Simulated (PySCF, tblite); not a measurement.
# C9H11FP+: geometry, infrared bands and NMR shifts

What infrared bands and NMR shifts should C9H11FP+ (`C=C(C)[PH2+]c1cccc(F)c1`) show?

Computed with tblite 0.8.0 and PySCF 2.14.0, with density-fitted response routines of our own, on a single molecule in the gas phase. Atoms are numbered from 0 throughout.

### 1 The starting structure

22 atoms, charge 1, multiplicity 1; geometry from: force field or distance geometry start.

Bonds of the start (Å): C0–C1 1.35, C1–C2 1.52, C1–P3 1.77, P3–C4 1.79, C4–C5 1.40, C5–C6 1.39, C6–C7 1.38, C7–C8 1.37, C8–F9 1.38, C8–C10 1.37, C10–C4 1.38, C0–H11 1.10, C0–H12 1.09, C2–H13 1.08, C2–H14 1.13, C2–H15 1.10, P3–H16 1.40, P3–H17 1.42, C5–H18 1.09, C6–H19 1.10, C7–H20 1.09, C10–H21 1.07.

### 2 Geometry optimisation with GFN2-xTB

What the job is given:

```
{"job": {"kind": "relax", "xc": "GFN2-xTB", "basis": "xTB"}, "charge": 1, "multiplicity": 1}
C      1.554700    -0.512300     1.683000
C      2.036400    -0.113200     0.482700
C      3.524000     0.191500     0.399800
P      1.054800     0.057000    -0.974800
C     -0.705800     0.001400    -0.638100
C     -1.469800    -1.148700    -0.881200
C     -2.828900    -1.087700    -0.602900
C     -3.424900     0.058200    -0.104200
C     -2.620500     1.151000     0.100500
F     -3.262900     2.267900     0.590900
C     -1.273000     1.162400    -0.157900
H      0.491200    -0.751300     1.817100
H      2.273900    -0.562400     2.494800
H      4.039100     0.034400     1.339400
H      3.605700     1.293800     0.151500
H      3.887900    -0.453700    -0.409500
H      1.371100     1.281400    -1.563800
H      1.399400    -0.997600    -1.853500
H     -1.007600    -2.055900    -1.259200
H     -3.440600    -1.982500    -0.768800
H     -4.491400     0.126200     0.119400
H     -0.723400     2.059600     0.033900
```

Command:

```bash
> OMP_NUM_THREADS=1 python probes_run.py task.json out
```

This one command runs all jobs of the session in turn.

**Question.** This job is followed by: GFN2-xTB harmonic vibrations, gas phase; GIAO PBE0/pcSseg-1 NMR shielding, non-relativistic, gas phase. What will the session give for the following? strongest single infrared mode (GFN2-xTB); zero-point energy (GFN2-xTB); ¹³C shifts against TMS (PBE0/pcSseg-1); ¹H shifts against TMS (PBE0/pcSseg-1, means over atoms taken as alike); ³¹P shifts against H3PO4 (PBE0/pcSseg-1); ¹⁹F shifts against CFCl3 (PBE0/pcSseg-1).

**Answer**, as computed:

```
                                                              quantity                                                             value
                             strongest single infrared mode (GFN2-xTB)                                             1444 cm⁻¹, 114 km/mol
                                          zero-point energy (GFN2-xTB)                                                    104.6 kcal/mol
                                ¹³C shifts against TMS (PBE0/pcSseg-1)  174.4, 153.7, 141.9, 136.0, 135.6, 128.5, 128.0, 110.7, 22.9 ppm
¹H shifts against TMS (PBE0/pcSseg-1, means over atoms taken as alike)                8.43, 8.37, 7.78, 7.68, 7.32, 6.50, 6.25, 2.56 ppm
                              ³¹P shifts against H3PO4 (PBE0/pcSseg-1)                                                         -46.9 ppm
                              ¹⁹F shifts against CFCl3 (PBE0/pcSseg-1)                                                         -95.8 ppm
```

In words: The optimisation took 77 steps and gained 0.373 eV; among the close pairs (by a distance rule), C8–F9 changed most, from 1.379 to 1.330 Å. No mode is imaginary among the 60: a minimum at this level. GFN2-xTB is a fitted tight-binding method: band positions and strengths are rough. Its intensities can rank the bands wrongly. NICS(1)zz of -27 ppm above the planar ring from C4 marks a diatropic (aromatic) ring current.
